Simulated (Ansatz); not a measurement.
# Si2H4 + SiH4O: a complex and its separated parts, part 3 of 3

Ansatz 0.2.0, Gaussian basis.

## (18) RPA on PBE/def2-TZVPP

The inputs:

parta/in.yaml

```yaml
crystal:
  periodic: [false, false, false]
  atoms:
    - {symbol: Si, position_ang: [-1.553260, -0.922707, 0.007449]}
    - {symbol: Si, position_ang: [0.650823, -1.824531, 0.050908]}
    - {symbol: H, position_ang: [-1.441515, -0.736361, 1.518830]}
    - {symbol: H, position_ang: [1.240960, -2.100742, -1.287620]}
    - {symbol: H, position_ang: [1.612409, -0.981750, 0.818558]}
    - {symbol: H, position_ang: [0.515793, -3.133155, 0.764188]}
basis:
  gaussian: {orbitals: def2-TZVPP}
hamiltonian: {xc: pbe}
correlation: {method: rpa}
```

partb/in.yaml

```yaml
crystal:
  periodic: [false, false, false]
  atoms:
    - {symbol: H, position_ang: [-1.555098, 0.940874, -1.363444]}
    - {symbol: O, position_ang: [-1.257474, 0.951859, -0.453398]}
    - {symbol: Si, position_ang: [0.131085, 1.768708, -0.106985]}
    - {symbol: H, position_ang: [0.339758, 1.615004, 1.350612]}
    - {symbol: H, position_ang: [1.296453, 1.210044, -0.846459]}
    - {symbol: H, position_ang: [0.020066, 3.212758, -0.452538]}
basis:
  gaussian: {orbitals: def2-TZVPP}
hamiltonian: {xc: pbe}
correlation: {method: rpa}
```

One command serves all of them, each in its own folder.

Run with:

```sh
$ ansatz run in.yaml --threads 4 --pin off --events-out ev --progress --plain --max-ram 9574MiB
```

Log of parta (excerpt; [...] marks lines left out):

```text
Functional definition: PBE
  name "PBE"
  cite "Perdew, Burke & Ernzerhof, Phys. Rev. Lett. 77, 3865 (1996) doi:10.1103/PhysRevLett.77.3865"
  parent pbe
[...]
790 factors; integrals over basis functions are off by at most 9.7e-4 eV
[...]
mean field -15810.19562747 eV, -581.0139727740 hartree, gradient 4.6e-6 eV, S^2 0.000000; 0 other end points of the search recorded, 0 dependent functions left out
10 core orbitals not correlated: weight in the atoms' cores, before any rotation towards them, 1.000 or more for the frozen orbitals, at most 0.000 for the correlated occupied ones
reference -15785.36689606 eV, -580.1015337244 hartree; 6, 6 occupied and 124, 124 virtual orbitals, 790 factors
Total energy: -15798.72731070 eV, -580.5925199063 hartree
```

partb printed (excerpt; [...] marks lines left out):

```text
[... 4 set-up lines as earlier in the session ...]
[...]
746 factors; integrals over basis functions are off by at most 1.0e-3 eV
[...]
mean field -9985.38608413 eV, -366.9561702541 hartree, gradient 5.8e-6 eV, S^2 0.000000; 0 other end points of the search recorded, 0 dependent functions left out
6 core orbitals not correlated: weight in the atoms' cores, before any rotation towards them, 1.000 or more for the frozen orbitals, at most 0.000 for the correlated occupied ones
reference -9964.31009774 eV, -366.1816420401 hartree; 7, 7 occupied and 116, 116 virtual orbitals, 746 factors
Total energy: -9981.80798436 eV, -366.8246775126 hartree
```

Wall times: 1.2 s (parta), 0.9 s (partb) on 4 threads of Arm Neoverse V2, shared host.

## (19) CCSD(T)/def2-TZVPP

Each input of step 18 (parta, partb) changes in the same lines:

```diff
-hamiltonian: {xc: pbe}
-correlation: {method: rpa}
+correlation: {method: ccsd_t}
```

One command serves all of them, each in its own folder.

Run with:

```sh
$ ansatz run in.yaml --threads 4 --pin off --events-out ev --progress --plain --max-ram 9574MiB
```

Output in parta (excerpt; [...] marks lines left out):

```text
Functional definition: HF
  name "HF"
  cite "Fock, Z. Phys. 61, 126 (1930) doi:10.1007/BF01340294"
[... 1 set-up line as earlier in the session ...]
[...]
790 factors; integrals over basis functions are off by at most 9.7e-4 eV
[...]
mean field -15786.25494379 eV, -580.1341688763 hartree, gradient 1.4e-6 eV, S^2 0.000000; 0 other end points of the search recorded, 0 dependent functions left out; unrestricted orbitals would lower it
[...]
reference -15786.25494379 eV, -580.1341688763 hartree; 6, 6 occupied and 124, 124 virtual orbitals, 790 factors
second order -6.32651118 eV of doubles, -0.00000000 eV of singles
cycle   1  -7.22152285 eV  change   -9.0e-1 eV  update   8.2e-2
[...]
cycle  11  -7.61159771 eV  change   -6.3e-6 eV  update   1.1e-5
perturbative correction -0.26506207 eV, -0.0097408514 hartree
Total energy: -15794.13160357 eV, -580.4236307843 hartree
```

Output in partb (excerpt; [...] marks lines left out):

```text
[... 4 set-up lines as earlier in the session ...]
[...]
746 factors; integrals over basis functions are off by at most 1.0e-3 eV
[...]
mean field -9965.09467496 eV, -366.2104747211 hartree, gradient 2.3e-6 eV, S^2 0.000000; 0 other end points of the search recorded, 0 dependent functions left out
6 core orbitals not correlated: weight in the atoms' cores, before any rotation towards them, 1.000 or more for the frozen orbitals, at most 0.000 for the correlated occupied ones
reference -9965.09467496 eV, -366.2104747211 hartree; 7, 7 occupied and 116, 116 virtual orbitals, 746 factors
second order -10.23318441 eV of doubles, -0.00000000 eV of singles
cycle   1  -10.56893761 eV  change   -3.4e-1 eV  update   6.9e-2
[...]
cycle   9  -10.90278020 eV  change   -3.7e-6 eV  update   8.1e-6
perturbative correction -0.32822023 eV, -0.0120618712 hartree
Total energy: -9976.32567540 eV, -366.6232063746 hartree
```

Times: 3 s (parta), 2.6 s (partb) on 4 threads of Arm Neoverse V2, shared host; peak memory 0.67 GiB.

## (20) MP2/def2-QZVPP

Each input of step 19 (parta, partb) changes in the same lines:

```diff
-  gaussian: {orbitals: def2-TZVPP}
-correlation: {method: ccsd_t}
+  gaussian: {orbitals: "def2-QZVPP.json"}
+correlation: {method: mp2}
```

The basis file named in the input lies beside it (Basis Set Exchange, JSON).

The same command starts each run, in its folder.

Run with:

```sh
$ ansatz run in.yaml --threads 4 --pin off --events-out ev --progress --plain --max-ram 9574MiB
```

parta printed (excerpt; [...] marks lines left out):

```text
[... 4 set-up lines as earlier in the session ...]
[...]
1511 factors; integrals over basis functions are off by at most 1.0e-3 eV
[...]
mean field -15786.73064901 eV, -580.1516507208 hartree, gradient 1.0e-6 eV, S^2 0.000000; 0 other end points of the search recorded, 0 dependent functions left out; unrestricted orbitals would lower it
[...]
10 core orbitals not correlated: weight in the atoms' cores, before any rotation towards them, 1.000 or more for the frozen orbitals, at most 0.000 for the correlated occupied ones
reference -15786.73064901 eV, -580.1516507208 hartree; 6, 6 occupied and 244, 244 virtual orbitals, 1511 factors
second order -6.78420521 eV of doubles, -0.00000000 eV of singles
Total energy: -15793.51485423 eV, -580.4009656639 hartree
```

Output in partb (excerpt; [...] marks lines left out):

```text
[... 4 set-up lines as earlier in the session ...]
[...]
1466 factors; integrals over basis functions are off by at most 9.5e-4 eV
[...]
mean field -9965.46014622 eV, -366.2239055421 hartree, gradient 2.4e-6 eV, S^2 0.000000; 0 other end points of the search recorded, 0 dependent functions left out
6 core orbitals not correlated: weight in the atoms' cores, before any rotation towards them, 1.000 or more for the frozen orbitals, at most 0.000 for the correlated occupied ones
reference -9965.46014622 eV, -366.2239055421 hartree; 7, 7 occupied and 234, 234 virtual orbitals, 1466 factors
second order -11.04495784 eV of doubles, -0.00000000 eV of singles
Total energy: -9976.50510406 eV, -366.6298002561 hartree
```

They took 3.4 s (parta), 2.4 s (partb) on 4 threads of Arm Neoverse V2, shared host.

## (21) Vibrations of Si2H4

vib-parta/in.yaml

```yaml
crystal:
  periodic: [false, false, false]
  atoms:
    - {symbol: Si, position_ang: [-1.553260, -0.922707, 0.007449]}
    - {symbol: Si, position_ang: [0.650823, -1.824531, 0.050908]}
    - {symbol: H, position_ang: [-1.441515, -0.736361, 1.518830]}
    - {symbol: H, position_ang: [1.240960, -2.100742, -1.287620]}
    - {symbol: H, position_ang: [1.612409, -0.981750, 0.818558]}
    - {symbol: H, position_ang: [0.515793, -3.133155, 0.764188]}
basis:
  gaussian: {orbitals: def2-TZVP}
hamiltonian: {xc: pbe0, dispersion: d4}
phonons: {temperatures: {t_min: 298.15, t_max: 900, t_step: 200}}
```

Run with:

```sh
$ ansatz run in.yaml --threads 4 --pin off --events-out ev --progress --plain --max-ram 9574MiB
```

Log (excerpt; [...] marks lines left out):

```text
[... 5 set-up lines as earlier in the session ...]
[...]
712 factors; their error is unknown
[...]
mean field -15811.75075360 eV, -581.0711226050 hartree, gradient 3.7e-5 eV, S^2 0.000000; 0 other end points of the search recorded, 0 dependent functions left out
[...]
Atom 3 at     1.240960    -2.100742    -1.287620 Å, force     0.000899    -0.000287    -0.000018 eV/Å
Atom 4 at     1.612409    -0.981750     0.818558 Å, force     0.000333     0.000871     0.000235 eV/Å
Atom 5 at     0.515793    -3.133155     0.764188 Å, force     0.000445    -0.000359    -0.000145 eV/Å
Dipole moment:    -0.020325     0.038132     0.022007 e Å
Vibrations: 74.16 333.85 401.21 427.35 705.83 849.46 916.17 945.25 2040.70 2170.89 2197.84 2215.91 cm⁻¹, zero-point energy 0.823170 eV
```

Run time: 15 s. Hardware: 4 threads of Arm Neoverse V2, shared host.

The modes, with what each moves most:

```
mode  wavenumber (cm⁻¹)                character
   1                 74        torsion with bend
   2                334        bend with torsion
   3                401        bend with torsion
   4                427  Si–Si stretch with bend
   5                706                     bend
   6                849                     bend
   7                916                     bend
   8                945                     bend
   9               2041             Si–H stretch
  10               2171             Si–H stretch
  11               2198             Si–H stretch
  12               2216             Si–H stretch
```

Vibrational sums (real modes only):

```
T (K)  entropy (J/mol/K)  heat capacity (J/mol/K)
  298               32.7                     36.8
  498               56.0                     53.8
  698               76.1                     65.7
  898               93.8                     74.3
```

## (22) Vibrations of SiH4O

vib-partb/in.yaml

```yaml
crystal:
  periodic: [false, false, false]
  atoms:
    - {symbol: H, position_ang: [-1.555098, 0.940874, -1.363444]}
    - {symbol: O, position_ang: [-1.257474, 0.951859, -0.453398]}
    - {symbol: Si, position_ang: [0.131085, 1.768708, -0.106985]}
    - {symbol: H, position_ang: [0.339758, 1.615004, 1.350612]}
    - {symbol: H, position_ang: [1.296453, 1.210044, -0.846459]}
    - {symbol: H, position_ang: [0.020066, 3.212758, -0.452538]}
basis:
  gaussian: {orbitals: def2-TZVP}
hamiltonian: {xc: pbe0, dispersion: d4}
phonons: {temperatures: {t_min: 298.15, t_max: 900, t_step: 200}}
```

Run with:

```sh
$ ansatz run in.yaml --threads 4 --pin off --events-out ev --progress --plain --max-ram 9574MiB
```

Log (excerpt; [...] marks lines left out):

```text
[... 5 set-up lines as earlier in the session ...]
[...]
595 factors; their error is unknown
[...]
mean field -9986.23328843 eV, -366.9873044378 hartree, gradient 4.1e-5 eV, S^2 0.000000; 0 other end points of the search recorded, 0 dependent functions left out
[...]
Atom 3 at     0.339758     1.615004     1.350612 Å, force     0.000014     0.000030     0.000029 eV/Å
Atom 4 at     1.296453     1.210044    -0.846459 Å, force    -0.000005    -0.000019    -0.000007 eV/Å
Atom 5 at     0.020066     3.212758    -0.452538 Å, force    -0.000025    -0.000030     0.000009 eV/Å
Dipole moment:     0.002907     0.056181    -0.276707 e Å
Vibrations: 196.68 679.80 719.13 847.72 907.93 946.76 967.04 993.23 2208.55 2213.60 2260.56 3930.91 cm⁻¹, zero-point energy 1.045926 eV
```

It took 12 s on 4 threads of Arm Neoverse V2, shared host.

The modes, with what each moves most:

```
mode  wavenumber (cm⁻¹)               character
   1                197                 torsion
   2                680                    bend
   3                719                    bend
   4                848  bend with Si–O stretch
   5                908  bend with Si–O stretch
   6                947       bend with torsion
   7                967       bend with torsion
   8                993                    bend
   9               2209            Si–H stretch
  10               2214            Si–H stretch
  11               2261            Si–H stretch
  12               3931             O–H stretch
```

Vibrational sums (real modes only):

```
T (K)  entropy (J/mol/K)  heat capacity (J/mol/K)
  298               14.3                     24.4
  498               32.0                     45.2
  698               49.6                     58.7
  898               65.6                     68.0
```

## (23) Complex less separated parts

The complex's own energies come from single points at the same levels.

Rows are in def2-TZVPP; times add the 3 runs of a level on a shared host, so small differences are noise.

Differences are taken before rounding.

```
      method                    rung  complex less parts (kJ/mol)  from CCSD(T) (kJ/mol)     time
       SPW92                     LDA                       -110.6                  -43.9    2.2 s
      PBE-D4                     GGA                        -82.9                  -16.2    3.5 s
     BLYP-D4                     GGA                        -72.5                   -5.8    3.5 s
   r2SCAN-D4                meta-GGA                        -82.3                  -15.6    7.2 s
      B97M-V                meta-GGA                        -71.4                   -4.7     14 s
     PBE0-D4                  hybrid                        -83.4                  -16.6    4.9 s
    B3LYP-D4                  hybrid                        -74.6                   -7.9    4.4 s
  r2SCAN0-D4                  hybrid                        -82.9                  -16.2    8.7 s
    BHLYP-D4                  hybrid                        -77.0                  -10.2    4.5 s
CAM-B3LYP-D4  range-separated hybrid                        -76.0                   -9.2    5.3 s
     wB97X-V  range-separated hybrid                        -76.3                   -9.5     13 s
     wB97M-V  range-separated hybrid                        -77.6                  -10.8     14 s
      B2PLYP           double hybrid                        -61.5                   +5.3    8.6 s
    PBE-QIDH           double hybrid                        -76.7                   -9.9    8.5 s
  RPA on PBE                     RPA                        -57.1                   +9.7    8.1 s
Hartree-Fock            wavefunction                        -35.1                  +31.7         
         MP2            wavefunction                        -75.1                   -8.3         
        CCSD            wavefunction                        -60.5                   +6.3         
     CCSD(T)            wavefunction                        -66.8                      0  2.2 min
```

Among the levels timed on like hardware and quicker than the yardstick, those that no quicker one beats, quickest first: SPW92 (2.2 s, -43.9 kJ/mol); BLYP-D4 (3.5 s, -5.8 kJ/mol); B2PLYP (8.6 s, +5.3 kJ/mol); B97M-V (14 s, -4.7 kJ/mol).

For cost: B97M-V gets within 4.7 kJ/mol in 14 s, where CCSD(T) took 2.2 min; the quickest level in the cost chart, SPW92, takes 2.2 s and misses by 43.9 kJ/mol.

The complex's zero-point energy, from a separate PBE0-D4 run, is 1.977 eV.

## (24) Outcome

What follows sums up all 3 parts.

| quantity | value |
| --- | --- |
| complex less parts, CCSD(T)/def2-TZVPP | -66.8 kJ/mol |
| with zero-point energy | -56.3 kJ/mol |
| largest T1 diagnostic | 0.015 |

In words: At CCSD(T) the complex lies 66.8 kJ/mol below its parts. The functionals run from B97M-V, off by -4.7 kJ/mol, to SPW92, off by -43.9 kJ/mol, against CCSD(T). By rung, the mean size of the error is: LDA 43.9, GGA 11.0, meta-GGA 10.1, hybrid 12.7, range-separated hybrid 9.8, double hybrid 7.6 kJ/mol. PBE-D4 gives a relative energy 16.2 kJ/mol too low, outside chemical accuracy (1 kcal/mol, 4.2 kJ/mol). No counterpoise was applied, and triple zeta lacks some correlation, so the CCSD(T) reference has a basis error of its own, and close matches with it are partly luck. The restricted Hartree–Fock reference is unstable towards an unrestricted one at one or more of these structures.
